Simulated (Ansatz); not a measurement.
# SnO: pressure against volume

The task here is to estimate one member of a computed series from the others.

Method: DFT LDA, scalar-relativistic, in Ansatz 0.2.0.

**Starting point**

It takes space group P4/nmm (No. 129, tetragonal). The conventional cell has a = 3.802 Å, b = 3.802 Å, c = 4.836 Å, α = 90.00°, β = 90.00°, γ = 90.00°. Sn (site symmetry 4mm) has 4 O at 2.22 Å in its first shell of neighbours. O (site symmetry -4m2) is surrounded by 4 Sn at 2.22 Å.

Coordinates:

```cif
data_structure
_symmetry_space_group_name_H-M 'P 1'
_symmetry_Int_Tables_number 1
_cell_length_a 3.8020
_cell_length_b 3.8020
_cell_length_c 4.8360
_cell_angle_alpha 90.000
_cell_angle_beta 90.000
_cell_angle_gamma 90.000
_cell_volume 69.91
loop_
_atom_site_label
_atom_site_type_symbol
_atom_site_fract_x
_atom_site_fract_y
_atom_site_fract_z
_atom_site_occupancy
Sn1 Sn 0.00000 0.50000 0.23850 1
Sn2 Sn 0.50000 0.00000 0.76150 1
O1 O 0.00000 0.00000 0.00000 1
O2 O 0.50000 0.50000 0.00000 1
```

Atoms are numbered in the order of the input: Sn1, Sn2, O3, O4.

Set-up of the first run:

input.yaml

```yaml
crystal:
  lattice:
    - [3.7243863853, 0.0, 0.0]
    - [0.0, 3.7243863853, 0.0]
    - [0.0, 0.0, 4.7372784218]
  atoms:
    - { symbol: Sn, position: [0.0, 0.5, 0.2385] }
    - { symbol: Sn, position: [0.5, 0.0, 0.7615] }
    - { symbol: O, position: [0.0, 0.0, 0.0] }
    - { symbol: O, position: [0.5, 0.5, 0.0] }
kpoints:
  mp_grid: { grid: [6, 6, 5] }
  band_path:
    path:
      - [0.0, 0.0, 0.0]
      - [0.0, 0.5, 0.0]
      - [0.5, 0.5, 0.0]
      - [0.0, 0.0, 0.0]
      - [0.0, 0.0, 0.5]
      - [0.0, 0.5, 0.5]
      - [0.5, 0.5, 0.5]
      - [0.0, 0.0, 0.5]
      - [0.0, 0.5, 0.0]
    npoints: 5
scf:
  occupations: { method: fermi_dirac, width: 0.02 }
hamiltonian:
  xc: lda
  pseudopotentials: { kind: all_electron, lapw: { basis_error: 0.0005 } }
output:
  forces: true
  stress: true
  eigenvalues: true
```

The run is started by

```sh
ansatz run input.yaml --threads 1 --pin off --max-ram 4096MiB --backend cpu --events-out ev --progress --plain --runs-dir out
```

Steps of the session up to this table: Volume × 0.94, LAPW; Volume × 0.94, PAW; Volume × 0.94, crystal datasets; Volume × 0.98, LAPW; Volume × 0.98, PAW; Volume × 0.98, crystal datasets; Volume × 1.01, LAPW; Volume × 1.01, PAW; Volume × 1.01, crystal datasets; Volume × 1.04, LAPW; Volume × 1.04, PAW; Volume × 1.04, crystal datasets.

One of the session's tables, all rows but one given; the rest of the session is left out.

It belongs to the step «The equation of state». 

| method | volume (Å³/atom) | largest force (eV/Å) |
| --- | --- | --- |
| LAPW | 16.428 | 0.699 |
| LAPW | 17.127 | 0.030 |
| LAPW | 17.651 | 0.392 |
| LAPW | 18.175 | 0.758 |
| PAW | 16.428 | ? |
| PAW | 17.127 | 0.030 |
| PAW | 17.651 | 0.391 |
| PAW | 18.175 | 0.756 |
| crystal datasets | 16.428 | 0.699 |
| crystal datasets | 17.127 | 0.030 |
| crystal datasets | 17.651 | 0.392 |
| crystal datasets | 18.175 | 0.758 |

Q: Estimate the row for PAW, 16.428 from the others.

**Answer.** largest force (eV/Å): 0.697. In the column «largest force (eV/Å)» it lies between crystal datasets, 17.651 (0.392) and LAPW, 16.428 (0.699).

Limits of these values: Warnings in the runs' records: gradients without spin orbit, crystal datasets made.
